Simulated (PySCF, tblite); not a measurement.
# Si15Ge15H36: electronic excitations, NMR shifts, part 1 of 2

Aim: compute the electronic excitations, NMR shifts of Si15Ge15H36.

Computed with tblite 0.8.0 and PySCF 2.14.0 and routines of our own; the level stands in each step. Atoms count from 0.

### Step 1. The starting structure

66 atoms, charge 0, multiplicity 1; geometry from: force field, distance geometry or constructed start.

### Step 2. Geometry optimisation with GFN2-xTB

Job settings and geometry (Å):

```
{"job": {"kind": "relax", "xc": "GFN2-xTB", "basis": "xTB"}, "charge": 0, "multiplicity": 1}
Ge    -4.508400     0.017600     1.025100
Ge    -1.746500    -2.748000     1.019800
Ge    -4.508100    -2.752900    -1.742300
Ge    -1.744000     0.023800    -1.749500
Si    -3.129300    -1.366800    -3.124900
Si    -3.131600    -4.136100    -0.360900
Si    -5.898200    -1.363900    -0.361600
Ge    -1.739900     0.022100     3.798200
Si    -3.125600    -1.367700     2.411300
Ge    -1.746100     2.788600     1.028300
Si    -3.130400     1.403200    -0.360400
Si     5.179200    -1.367600    -0.358300
Ge     1.023300     0.020100     1.031700
Ge     3.798900    -2.751200     1.024000
Ge     1.024500    -2.745500    -1.743100
Ge     3.794800     0.020000    -1.737000
Si     2.412100    -1.363700    -3.127400
Si     2.410600    -4.139000    -0.359300
Si    -0.358900    -1.363800    -0.355800
Ge     1.029500     0.020300    -4.510600
Si     2.409400    -1.361800     2.413200
Ge     1.025800     5.560900     1.026500
Ge     3.800100     2.794000     1.033300
Ge     1.022500     2.785100    -1.744800
Si     2.412200     1.407000    -0.357400
Si    -0.364400     1.403500    -3.125800
Si    -0.357600     4.176700    -0.359000
Ge     1.026100     2.790000     3.797900
Si     2.412300     4.174800     2.409700
Si    -0.357200     1.404800     2.415100
H     -5.393100     0.903400     1.908900
H     -0.861900    -3.632600     1.910200
H     -5.397700    -3.633800    -2.628600
H     -3.957600    -0.535500    -3.956000
H     -2.295700    -2.195200    -3.963000
H     -3.959200    -4.964800     0.470200
H     -2.297700    -4.966900    -1.193800
H     -6.728800    -2.194500     0.470500
H     -6.728600    -0.538100    -1.189800
H     -2.631500     0.906200     4.681200
H     -0.860100    -0.866200     4.683800
H     -3.953800    -2.202600     3.246800
H     -2.621800     3.673800     1.906400
H     -3.957100     2.235300    -1.191500
H      6.009400    -0.532500     0.475500
H      6.011200    -2.195400    -1.193100
H      4.682400    -3.633800     1.909400
H      0.143000    -3.631300    -2.624400
H      4.681600     0.903200    -2.626500
H      3.245000    -2.196300    -3.957700
H      1.579400    -4.974300     0.476200
H      3.249700    -4.965700    -1.190000
H      0.142900    -0.864300    -5.396600
H      1.906600     0.901200    -5.399700
H      1.581000    -2.197900     3.244600
H      3.242600    -0.531200     3.243700
H      1.916600     6.437100     0.141400
H      0.146000     6.450400     1.909300
H      4.680100     3.672100     0.147300
H      4.679100     1.908100     1.909000
H      1.906200     3.673700    -2.625200
H     -1.185800     2.235500    -3.961600
H     -1.188000     5.006500    -1.188900
H      1.909800     1.909600     4.681100
H      0.149000     3.676100     4.682000
H      3.238200     5.007600     3.244400
```

The run is started by

```console
> OMP_NUM_THREADS=8 python large_run.py task.json out
```

The driver reads the jobs from task.json and runs them one after another.

Standard output:

```text
step      E/eV     max force
  0   -1996.24892    1.000
  1   -1996.53523    0.688
  2   -1996.75454    0.378
  3   -1996.82084    0.426
  4   -1996.95613    0.454
  5   -1997.03361    0.453
  6   -1997.07620    0.400
  7   -1997.10061    0.291
  8   -1997.12823    0.204
  9   -1997.14677    0.207
 10   -1997.15821    0.160
 11   -1997.16462    0.137
 12   -1997.16948    0.108
 13   -1997.17365    0.125
 14   -1997.17755    0.104
 15   -1997.18123    0.089
 16   -1997.18419    0.070
 17   -1997.18611    0.062
 18   -1997.18747    0.067
 19   -1997.18876    0.068
 20   -1997.19015    0.059
 21   -1997.19157    0.052
 22   -1997.19295    0.057
 23   -1997.19427    0.055
 24   -1997.19542    0.050
 25   -1997.19626    0.055
 26   -1997.19692    0.050
 27   -1997.19761    0.036
 28   -1997.19840    0.046
 29   -1997.19917    0.047
 30   -1997.19973    0.032
 31   -1997.20011    0.026
 32   -1997.20044    0.030
 33   -1997.20076    0.030
 34   -1997.20105    0.033
 35   -1997.20131    0.034
 36   -1997.20156    0.028
 37   -1997.20184    0.027
 38   -1997.20211    0.026
 39   -1997.20235    0.022
 40   -1997.20256    0.025
 41   -1997.20276    0.024
 42   -1997.20298    0.021
 43   -1997.20321    0.023
 44   -1997.20343    0.022
 45   -1997.20364    0.025
 46   -1997.20380    0.022
 47   -1997.20393    0.015
```

Wall time 12 s (8 threads of Arm Neoverse V2, shared host); peak memory 0.14 GiB.

Along the way:

| step | energy from step 0 (eV) | largest force (eV/Å) |
| --- | --- | --- |
| 0 | 0.0000 | 1.0007 |
| 1 | -0.2863 | 0.6889 |
| 2 | -0.5056 | 0.3771 |
| 3 | -0.5719 | 0.4255 |
| 4 | -0.7072 | 0.4539 |
| 5 | -0.7847 | 0.4529 |
| 6 | -0.8273 | 0.4002 |
| 7 | -0.8517 | 0.2906 |
| 8 | -0.8793 | 0.2036 |
| 11 | -0.9157 | 0.1379 |
| 14 | -0.9286 | 0.1036 |
| 17 | -0.9372 | 0.0619 |
| 20 | -0.9412 | 0.0583 |
| 23 | -0.9453 | 0.0549 |
| 27 | -0.9487 | 0.0364 |
| 30 | -0.9508 | 0.0319 |
| 33 | -0.9518 | 0.0307 |
| 36 | -0.9526 | 0.0286 |
| 39 | -0.9534 | 0.0227 |
| 43 | -0.9543 | 0.0225 |
| 44 | -0.9545 | 0.0215 |
| 45 | -0.9547 | 0.0246 |
| 46 | -0.9549 | 0.0222 |
| 47 | -0.9550 | 0.0156 |

Close pairs (by a distance rule), those that changed most:

| bond | before (Å) | after (Å) | change (Å) |
| --- | --- | --- | --- |
| Ge19–Si25 | 2.403 | 2.356 | -0.047 |
| Ge7–Si8 | 2.403 | 2.357 | -0.046 |
| Ge13–Si20 | 2.406 | 2.361 | -0.046 |
| Ge12–Si18 | 2.398 | 2.443 | +0.045 |
| Si16–Ge19 | 2.396 | 2.352 | -0.044 |
| Ge13–Si17 | 2.401 | 2.358 | -0.043 |
| Ge27–Si28 | 2.401 | 2.359 | -0.042 |
| Ge21–Si28 | 2.399 | 2.358 | -0.042 |

The next job starts from the end point, and lists it.

### Step 3. Electronic excitations: TDDFT PBE/def2-SVP

Job settings and geometry (Å):

```
{"job": {"kind": "uv", "basis": "def2-SVP", "grid": 1, "kgrid": 0, "vcut": null, "nstates": 6, "ntriplets": 2, "tda": false, "delta": ["ip_vertical"], "pop": true, "xc": "PBE"}, "charge": 0, "multiplicity": 1}
Ge    -4.499608    -0.091290     0.972104
Ge    -1.842432    -2.707939     0.947012
Ge    -4.466614    -2.727517    -1.677762
Ge    -1.799081     0.060435    -1.802764
Si    -3.153345    -1.392470    -3.120781
Si    -3.137900    -4.177565    -0.373760
Si    -5.929466    -1.409690    -0.375716
Ge    -1.758830     0.005613     3.712010
Si    -3.159130    -1.400931     2.440739
Ge    -1.671897     2.757090     0.954606
Si    -3.152677     1.395322    -0.323818
Si     5.214787    -1.398044    -0.335923
Ge     1.028679     0.066042     1.037423
Ge     3.729757    -2.692986     0.959406
Ge     1.114501    -2.702571    -1.688604
Ge     3.793384    -0.111150    -1.722149
Si     2.415206    -1.390970    -3.191516
Si     2.416423    -4.149331    -0.349869
Si    -0.378041    -1.335859    -0.385609
Ge     1.008088     0.034637    -4.424183
Si     2.398407    -1.347591     2.370315
Ge     1.081326     5.512857     1.072925
Ge     3.699103     2.833965     1.046955
Ge     0.922923     2.762156    -1.688840
Si     2.464628     1.410932    -0.413197
Si    -0.399082     1.442472    -3.163448
Si    -0.345896     4.259029    -0.336198
Ge     1.108540     2.879450     3.736771
Si     2.522727     4.292150     2.484021
Si    -0.334435     1.457211     2.487445
H     -5.377889     0.799789     1.858381
H     -0.894824    -3.554412     1.812104
H     -5.352056    -3.611543    -2.563542
H     -4.004352    -0.615238    -4.033959
H     -2.291625    -2.229319    -3.969227
H     -3.954427    -5.081728     0.447408
H     -2.276800    -5.025296    -1.206344
H     -6.828540    -2.235750     0.441774
H     -6.795876    -0.571667    -1.213753
H     -2.585126     0.800441     4.711713
H     -0.919333    -0.811573     4.680190
H     -4.001280    -2.254631     3.297803
H     -2.580927     3.627346     1.834668
H     -4.031652     2.249777    -1.150165
H      6.056089    -0.527577     0.492725
H      6.121836    -2.227112    -1.140173
H      4.597531    -3.573538     1.866198
H      0.183659    -3.567289    -2.555036
H      4.665322     0.800046    -2.597627
H      3.257468    -2.243557    -4.049137
H      1.555878    -4.999009     0.481235
H      3.239463    -5.051464    -1.165827
H      0.185494    -0.796687    -5.393913
H      1.838388     0.822100    -5.423689
H      1.547586    -2.173593     3.239436
H      3.232070    -0.519448     3.254843
H      1.882656     6.499758     0.239467
H      0.257907     6.497275     1.887528
H      4.740686     3.610809     0.253673
H      4.637868     1.953428     1.865497
H      1.819635     3.632670    -2.580350
H     -1.214578     2.297051    -4.045611
H     -1.186791     5.135406    -1.169156
H      1.913863     2.019276     4.697978
H      0.299905     3.681823     4.745562
H      3.389198     5.141030     3.313258
```

Level: TDDFT PBE/def2-SVP, vertical, gas phase, core orbitals frozen in the response.

Standard output:

```text
start: PBE on a coarse grid of 270860 points
cycle   1  E = -35507.1165870032  dE = -5.980e+00  |g| = 1.789e+00  |ddm| = 9.502e+00
cycle   2  E = -35506.9277011474  dE =  1.889e-01  |g| = 2.200e+00  |ddm| = 2.488e+00
cycle   3  E = -35507.3746276710  dE = -4.469e-01  |g| = 3.066e-01  |ddm| = 1.932e+00
cycle   4  E = -35507.4000196420  dE = -2.539e-02  |g| = 1.540e-01  |ddm| = 7.677e-01
cycle   5  E = -35507.4076675624  dE = -7.648e-03  |g| = 4.398e-02  |ddm| = 3.095e-01
cycle   6  E = -35507.4083217634  dE = -6.542e-04  |g| = 1.412e-02  |ddm| = 9.424e-02
cycle   7  E = -35507.4083878432  dE = -6.608e-05  |g| = 3.927e-03  |ddm| = 3.034e-02
final grid: 270860 points
cycle   8  E = -35507.4083671318  dE =  2.071e-05  |g| = 8.399e-03  |ddm| = 2.299e-02
cycle   9  E = -35507.4082255344  dE =  1.416e-04  |g| = 2.002e-02  |ddm| = 5.279e-02
cycle  10  E = -35507.4083820743  dE = -1.565e-04  |g| = 2.392e-03  |ddm| = 3.859e-02
cycle  11  E = -35507.4083926577  dE = -1.058e-05  |g| = 4.999e-04  |ddm| = 4.714e-03
cycle  12  E = -35507.4083855128  dE =  7.145e-06  |g| = 1.239e-04  |ddm| = 1.021e-03
cycle  13  E = -35507.4083897043  dE = -4.192e-06  |g| = 3.281e-05  |ddm| = 2.263e-04
converged SCF energy = -35507.4083897043
Vertical ionisation energy (delta-SCF) = 7.1684 eV   <S^2> = 0.751

Static polarisability (au): isotropic 903.802, principal 787.440 900.609 1023.357

Singlet excitations
state   eV       nm        f      main configurations
  1   3.5554    348.7   0.00393   H->L 0.99
  2   3.6411    340.5   0.00533   H-1->L 0.89, H-2->L 0.10
  3   3.6638    338.4   0.00098   H-2->L 0.89, H-1->L 0.10
  4   3.7313    332.3   0.00188   H->L+1 0.98
  5   3.8126    325.2   0.00136   H-1->L+1 0.94
  6   3.8309    323.6   0.00229   H-2->L+1 0.95

Triplet excitations (Tamm-Dancoff, eV): 3.4736 3.5486
```

Run time: 88 s. Hardware: 8 threads of Arm Neoverse V2, shared host; peak memory 5.2 GiB.

Frontier orbitals and where they lie:

| orbital | eV | atoms |
| --- | --- | --- |
| HOMO−4 | -6.24 | Si10 8 %, Si29 8 %, Ge12 7 % |
| HOMO−3 | -6.22 | Si25 9 %, Ge23 6 %, Ge3 6 % |
| HOMO−2 | -5.96 | Si20 13 %, Ge12 12 %, Ge3 9 % |
| HOMO−1 | -5.93 | Ge12 10 %, Si29 10 %, Ge14 6 % |
| HOMO | -5.85 | Ge12 11 %, Si18 9 %, Si4 8 % |
| LUMO | -2.33 | Si29 7 %, Si24 7 %, Ge7 6 % |
| LUMO+1 | -2.16 | Ge22 8 %, Si24 8 %, Si18 6 % |
| LUMO+2 | -2.02 | Si16 8 %, Si18 7 %, Si24 6 % |
| LUMO+3 | -1.94 | Ge12 8 %, Si18 8 %, Ge3 8 % |

With each of the 6 states as a Gaussian band of 0.4 eV half-width at 1/e, the curve within the window shown has maxima at 338 nm (ε 600) L/(mol cm). Beyond the last state computed it falls off for lack of states. The curve at chosen wavelengths:

```tsv
nm	ε (L/mol/cm)
300	189
305	259
310	335
314	397
319	469
324	529
329	573
333	594
338	603
343	591
348	563
352	531
357	482
362	427
367	371
371	326
376	274
381	225
386	183
390	153
395	121
400	95
405	73
409	59
414	45
419	34
```

Ground-state properties from the same run:

| property | computed |
| --- | --- |
| dipole moment (D) | 0.18 |
| polarisability (Å³) | 133.93 |
| HOMO–LUMO gap (eV) | 3.52 |
| −ε(HOMO) (eV) | 5.85 |

(Continued in part 2 of 2.)
